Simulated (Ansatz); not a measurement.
# LaScAs2: the cost of one run

Program: Ansatz 0.2.0. PAW datasets, plane waves, zero pressure. Values at 0 K without nuclear motion; spin polarisation is off, and the phase may be a hypothetical one.

## 1. Starting point

This is the cell as the run starts from it, not yet at rest; its lengths are not the crystal's.

Space group R-3m (No. 166), trigonal; conventional cell a = 4.524 Å, c = 22.162 Å, 32.73 Å³ an atom. Sc has 6 As at 3.20 Å; La has 6 As at 3.20 Å; As has 3 Sc at 3.20 Å and 3 La at 3.20 Å.

Coordinates:

```cif
data_structure
_symmetry_space_group_name_H-M 'R-3m:H'
_symmetry_Int_Tables_number 166
_cell_length_a 4.5237
_cell_length_b 4.5237
_cell_length_c 22.1617
_cell_angle_alpha 90.000
_cell_angle_beta 90.000
_cell_angle_gamma 120.000
_cell_volume 392.76
loop_
_atom_site_label
_atom_site_type_symbol
_atom_site_symmetry_multiplicity
_atom_site_Wyckoff_symbol
_atom_site_fract_x
_atom_site_fract_y
_atom_site_fract_z
_atom_site_occupancy
Sc1 Sc 3 a 0.00000 0.00000 0.00000 1
La1 La 3 b 0.66667 0.33333 0.83333 1
As1 As 6 c 0.33333 0.66667 0.91667 1
```

## 2. Relaxing with PBE

Contents of input.yaml:

```yaml
crystal:
  lattice:
    - [2.2618684229, 1.3058903428, 7.3872313353]
    - [-2.2618684229, 1.3058903428, 7.3872313353]
    - [0.0, -2.6117806857, 7.3872313353]
  atoms:
    - { symbol: Sc, position: [1.0, 0.0, 0.0] }
    - { symbol: La, position: [0.5, 0.5, 0.5] }
    - { symbol: As, position: [0.25, 0.25, 0.25] }
    - { symbol: As, position: [0.75, 0.75, 0.75] }
kpoints:
  mp_grid: { grid: [6, 6, 6] }
hamiltonian:
  xc: pbe
scf:
  occupations: { method: fermi_dirac, width: 0.02 }
relax:
  f_tol: 0.005
  cell: {}
```

Command:

```console
ansatz run input.yaml --threads 2 --pin off --max-ram 2211MiB --backend cpu --events-out ev --progress --plain --runs-dir out
```

What time and memory should one allow on 2 threads of Arm Neoverse V2, shared host?

About 28 s, with a peak of 0.5 GiB.
